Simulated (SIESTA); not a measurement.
Set up this calculation in SIESTA 5.4.2, as the native input.

- Task: single point
- Functional: PBE
- Potentials or basis: PseudoDojo 0.4 standard (PBE files)
- Basis: DZP (energy shift 0.003 Ry; two zetas on semicore shells)
- Grid cutoff: 800 Ry
- Energy shift: 0.003 Ry
- k mesh: 7 × 7 × 2
- Occupations: fermi-dirac, width 0.05 eV
- Spin: no spin polarisation

The system is InGe2SbTe5.

```xyz
9
Lattice="4.2645 0.0000 0.0000 -2.1323 3.6932 0.0000 0.0000 0.0000 17.8310" Properties=species:S:1:pos:R:3 pbc="T T T"
Te    2.1224    1.2656    3.6388
Te   -0.0371    2.4799   14.1410
Te   -0.0310    0.0219    0.0946
Te    2.0784    1.2479   10.5155
Te    0.0280    2.3927    7.3195
Sb    2.0847    1.2608   15.8456
In    0.0066    2.5063    2.0286
Ge    0.0129   -0.0285   11.9231
Ge    0.0179   -0.0072    5.8960
```

The cell comes from a database or a generator and needn't be the stable form of this composition.

The cell isn't the ideal one: atoms moved at random, drawn with an rms of 0.05 Å.

One way to write it, as run:

InGe2SbTe5.fdf

```
SystemName                      InGe2SbTe5
SystemLabel                     InGe2SbTe5
NumberOfSpecies                 4
NumberOfAtoms                   9
%block ChemicalSpeciesLabel
  1  52 Te
  2  51 Sb
  3  49 In
  4  32 Ge
%endblock ChemicalSpeciesLabel

LatticeConstant                 1.0 Ang
%block LatticeVectors
     4.2645472174     0.0000000000     0.0000000000
    -2.1322736087     3.6932062259     0.0000000000
     0.0000000000     0.0000000000    17.8309670000
%endblock LatticeVectors
AtomicCoordinatesFormat         Fractional
%block AtomicCoordinatesAndAtomicSpecies
     0.6690260000     0.3426900000     0.2040740000  1  Te
     0.3270370000     0.6714810000     0.7930610000  1  Te
    -0.0043080000     0.0059180000     0.0053080000  1  Te
     0.6563120000     0.3378810000     0.5897320000  1  Te
     0.3304880000     0.6478650000     0.4104910000  1  Te
     0.6595360000     0.3413860000     0.8886570000  2  Sb
     0.3408520000     0.6786220000     0.1137680000  3  In
    -0.0008370000    -0.0077270000     0.6686730000  4  Ge
     0.0032250000    -0.0019600000     0.3306590000  4  Ge
%endblock AtomicCoordinatesAndAtomicSpecies

%block kgrid.MonkhorstPack
    7   0   0  0.0
    0   7   0  0.0
    0   0   2  0.0
%endblock kgrid.MonkhorstPack
XC.Functional                   GGA
XC.Authors                      PBE
PAO.BasisSize                   DZP
PAO.EnergyShift                 0.003 Ry
Mesh.Cutoff                     800 Ry
OccupationFunction              FD
ElectronicTemperature           0.05 eV
MaxSCFIterations                120
SCF.MustConverge                false
SCF.Mixer.Method                Pulay
SCF.Mixer.Weight                0.25
SCF.Mixer.History               8
SCF.DM.Tolerance                5.0e-05
SCF.H.Tolerance                 1.0e-03 eV
WriteForces                     true
Charge.Mulliken                 end
%block PAO.Basis
  Te 4
  n=5 0 2
    5.635 0.000
  n=5 1 2
    7.297 0.000
  n=4 2 2
    3.260 0.000
  n=5 2 1
    7.297
  Sb 4
  n=5 0 2
    5.984 0.000
  n=5 1 2
    7.890 0.000
  n=4 2 2
    3.483 0.000
  n=5 2 1
    7.890
  In 4
  n=5 0 2
    6.996 0.000
  n=5 1 2
    9.500 0.000
  n=4 2 2
    4.106 0.000
  n=5 2 1
    9.500
  Ge 4
  n=4 0 2
    5.972 0.000
  n=4 1 2
    8.196 0.000
  n=3 2 2
    3.189 0.000
  n=4 2 1
    8.196
%endblock PAO.Basis
```

Potentials or basis: PseudoDojo 0.4 standard (PBE files), DZP (energy shift 0.003 Ry; two zetas on semicore shells).

Command:

```bash
$ siesta InGe2SbTe5.fdf > InGe2SbTe5.out 2>&1
```

Results of the run:

```yaml
Pressure: 0.9 GPa
Largest_force: 0.493 eV/Å
Band_gap_on_the_k_mesh: none (metal or under the smearing width)
```

Caveat: the basis of atomic orbitals isn't converged, which shifts pressures, moduli and gaps.

Run time: 5.6 min on 1 thread of Arm Neoverse V1 (shared host), peak memory 0.98 GiB.
